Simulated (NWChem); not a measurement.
# CF4 (tetrafluoromethane) at CAM-B3LYP/SBKJC-VDZ (core potential)

What is the electronic atomisation energy of CF4 (tetrafluoromethane) at CAM-B3LYP/SBKJC-VDZ (core potential)? 

The calculation is run with NWChem 7.3.0.

1 further run of the same task is left out (set aside as unsound or not needed).

**1. The system as given**

CF4 has 5 atoms, charge 0, and is taken as a singlet. SMILES: `FC(F)(F)F`. Geometry: relaxed at PBE0-D4/def2-TZVP.

Bond lengths: F1–C2 1.318 Å, C2–F3 1.318 Å, C2–F4 1.318 Å, C2–F5 1.318 Å. Angles: F1–C2–F3 109.5°, F1–C2–F4 109.5°, F1–C2–F5 109.5°, F3–C2–F4 109.5°, F3–C2–F5 109.5°, F4–C2–F5 109.5°.

**2. A single-point energy at CAM-B3LYP/SBKJC-VDZ (core potential)**

Contents of cf4.nw:

```
start cf4
title "CF4"
memory total 2200 mb

geometry noautosym nocenter noautoz
 F     -0.850100     0.025300     0.989500
 C      0.010000    -0.014700    -0.008300
 F      1.157500    -0.501300     0.420100
 F     -0.464000    -0.786000    -0.966200
 F      0.196600     1.203000    -0.476700
end

basis "ao basis" spherical bse
 * library SBKJC-VDZ
end

ecp bse
 F library SBKJC-VDZ
 C library SBKJC-VDZ
end

dft
 xc xcamb88 1.00 lyp 0.81 vwn_5 0.19 hfexch 1.00
 cam 0.33 cam_alpha 0.19 cam_beta 0.46
 mult 1
 grid fine
 convergence energy 1e-08
 direct
 iterations 100
 mulliken
 print low
end

task dft energy
```

The run is started by

```
nwchem cf4.nw > cf4.out
```

The program printed:

```text
[...]
 d= 0,ls=0.0,diis     1   -101.9429081350 -2.19D+02  4.38D-02  1.53D+00     0.5
[...]
 d= 0,ls=0.0,diis     7   -102.1668104023 -2.37D-09  7.01D-07  1.84D-09     2.6
         Total DFT energy =     -102.166810402294
      One electron energy =     -402.746385982367
           Coulomb energy =      203.649497978687
    Exchange-Corr. energy =      -20.325506842034
 Nuclear repulsion energy =      117.255584443420
[...]
      Total Density - Mulliken Population Analysis
     ---------------------------------------------
    Atom       Charge   Shell Charges
 -----------   ------   -------------------------------------------------------
    1 F    7     7.02   1.50  4.17  0.35  1.00
    2 C    4     3.90   1.02  2.36  0.14  0.39
    3 F    7     7.02   1.50  4.17  0.35  1.00
    4 F    7     7.02   1.50  4.17  0.35  1.00
    5 F    7     7.02   1.50  4.17  0.35  1.00
[...]
```

It took 3.3 s on 1 thread of AMD EPYC 9R14 (Zen 4), shared host; peak memory 0.11 GiB.

**3. The C atom**

Contents of test.nw:

```
start test
title "C"
memory stack 880 mb heap 220 mb global 1100 mb
charge 0
geometry noautosym nocenter noautoz
 C     0.000000    0.000000    0.000000
end
basis spherical bse
 * library SBKJC-VDZ
end
ecp bse
 C library SBKJC-VDZ
end
dft
 xc xcamb88 1.00 lyp 0.81 vwn_5 0.19 hfexch 1.00
 cam 0.33 cam_alpha 0.19 cam_beta 0.46
 mult 3
 grid fine
 convergence energy 1e-08
 direct
 maxiter 100
 mulliken
 noprint "final vectors analysis"
end
task dft energy
```

Run the same way, it converges to -5.39350 Eh (log not shown).

**4. The F atom**

Contents of f.nw:

```
START f
memory stack 880 mb heap 220 mb global 1100 mb

GEOMETRY units angstrom noautosym nocenter noautoz
   F      0.000000     0.000000     0.000000
END

BASIS spherical bse
   * library SBKJC-VDZ
END

ECP bse
   F library SBKJC-VDZ
END

DFT
   xc xcamb88 1.00 lyp 0.81 vwn_5 0.19 hfexch 1.00
   cam 0.33 cam_alpha 0.19 cam_beta 0.46
   mult 2
   grid fine
   convergence energy 1e-08
   direct
   iterations 100
   mulliken
   print low
END

TASK dft energy
```

The run is started by

```
nwchem f.nw > f.out
```

The program printed:

```text
[...]
 d= 0,ls=0.0,diis     1    -24.0402255750 -2.40D+01  1.51D-02  1.68D-02     0.1
[...]
 d= 0,ls=0.0,diis     6    -24.0461556557 -8.16D-09  1.95D-07  3.27D-12     0.1
[...]
         Total DFT energy =      -24.046155655689
      One electron energy =      -40.753943118212
           Coulomb energy =       21.266926524132
    Exchange-Corr. energy =       -4.559139061609
 Nuclear repulsion energy =        0.000000000000
[...]
      Total Density - Mulliken Population Analysis
     ---------------------------------------------
    Atom       Charge   Shell Charges
 -----------   ------   -------------------------------------------------------
    1 F    7     7.00   1.52  3.92  0.48  1.08
     --------------------------------------------
      Spin Density - Mulliken Population Analysis
     --------------------------------------------
    Atom       Charge   Shell Charges
 -----------   ------   -------------------------------------------------------
    1 F    7     1.00   0.02  0.84 -0.02  0.16
[...]
      <S2> =      0.7506 (Exact =     0.7500)
[...]
```

Run time: 0.7 s. Hardware: 1 thread of AMD EPYC 9R14 (Zen 4), shared host; peak memory 0.1 GiB.

**5. Summary of results**

At CAM-B3LYP/SBKJC-VDZ (core potential):

```
                     quantity          value
       molecule: total energy  -102.16681 Eh
         C atom: total energy    -5.39350 Eh
                 C atom: ⟨S²⟩          2.001
         F atom: total energy   -24.04616 Eh
                 F atom: ⟨S²⟩          0.751
electronic atomisation energy      16.019 eV
```

In words: Taking the molecule apart into free atoms costs 16.02 eV (369 kcal/mol), before zero-point energy and without spin-orbit coupling. The basis has no polarisation functions, which makes bonds too weak.
